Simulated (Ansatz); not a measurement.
# H3C2N: the cost of one run

Method: DFT PBEsol, plane waves, PAW, scalar-relativistic, no spin polarisation, in Ansatz 0.2.0.

1 further run of the same task is left out (it didn't finish).

### Step 1. The structure to begin with

The cell holds 36 atoms (C12H18N6): a = 8.052 Å, b = 8.052 Å, c = 8.052 Å, α = 90.00°, β = 90.00°, γ = 90.00°.

Its coordinates follow in the input file.

### Step 2. Preparing the start

input.yaml reads:

```yaml
crystal:
  lattice:
    - [8.051748, 0.0, 0.0]
    - [0.0, 8.051748, 0.0]
    - [0.0, 0.0, 8.051748]
  atoms:
    - { symbol: C, position: [0.1368829, 0.9184717, 0.7390144] }
    - { symbol: C, position: [0.2260712, 1.0755118, 0.7217055] }
    - { symbol: "N", position: [0.2980133, 1.2021854, 0.7077436] }
    - { symbol: H, position: [0.1719083, 0.8337062, 0.6391772] }
    - { symbol: H, position: [0.1668301, 0.8607033, 0.857949] }
    - { symbol: H, position: [0.0031436, 0.9399234, 0.7332628] }
    - { symbol: C, position: [0.5728919, 0.5990237, 0.8673348] }
    - { symbol: C, position: [0.4556875, 0.6049152, 0.7289724] }
    - { symbol: "N", position: [0.3611465, 0.6096674, 0.6173649] }
    - { symbol: H, position: [0.6606972, 0.7019376, 0.8584796] }
    - { symbol: H, position: [0.5064517, 0.6082416, 0.9851489] }
    - { symbol: H, position: [0.6418948, 0.4823495, 0.8650569] }
    - { symbol: C, position: [0.7593129, 0.5012539, 0.2814257] }
    - { symbol: C, position: [0.6009518, 0.4127603, 0.278904] }
    - { symbol: "N", position: [0.4732125, 0.3413785, 0.2768699] }
    - { symbol: H, position: [0.7417703, 0.6294005, 0.2408036] }
    - { symbol: H, position: [0.8104327, 0.5017922, 0.4069882] }
    - { symbol: H, position: [0.8478366, 0.4408001, 0.1984297] }
    - { symbol: C, position: [0.2340704, 1.0028778, 0.193287] }
    - { symbol: C, position: [0.0895312, 0.9371561, 0.10551] }
    - { symbol: "N", position: [-0.0270588, 0.8841428, 0.0347063] }
    - { symbol: H, position: [0.3477571, 0.9696971, 0.1273035] }
    - { symbol: H, position: [0.2261514, 1.1379641, 0.2015597] }
    - { symbol: H, position: [0.2397465, 0.9516456, 0.3186764] }
    - { symbol: C, position: [0.8221299, 0.313254, 0.791567] }
    - { symbol: C, position: [0.7960735, 0.2244053, 0.9475885] }
    - { symbol: "N", position: [0.7750556, 0.152737, 1.0734405] }
    - { symbol: H, position: [0.8482052, 0.4440014, 0.8161566] }
    - { symbol: H, position: [0.9269409, 0.2596546, 0.7243269] }
    - { symbol: H, position: [0.7113339, 0.3046108, 0.7139205] }
    - { symbol: C, position: [0.8352325, 0.0176946, 0.4442315] }
    - { symbol: C, position: [0.6557616, 0.0357297, 0.4247208] }
    - { symbol: "N", position: [0.5109945, 0.0502775, 0.4089829] }
    - { symbol: H, position: [0.8627292, -0.0687673, 0.5449674] }
    - { symbol: H, position: [0.8900527, -0.0297658, 0.3296814] }
    - { symbol: H, position: [0.8912925, 0.1377111, 0.4730888] }
basis:
  ecutwfc: 420.0
kpoints:
  mp_grid: { grid: [1, 1, 1] }
hamiltonian:
  xc: pbesol
scf:
  occupations: { method: fermi_dirac, width: 0.02 }
  lower_state_search: "off"
relax:
  f_tol: 0.3
  max_steps: 15
  adjacent_minimum: "off"
```

Started as:

```
ansatz run input.yaml --threads 1 --pin off --max-ram 3072MiB --backend cpu --events-out ev --progress --plain --runs-dir out
```

**Question.** How long does this run take on 1 thread of Arm Neoverse V2, shared host, and how much memory does it need?

About 43 s, with a peak of 0.46 GiB.
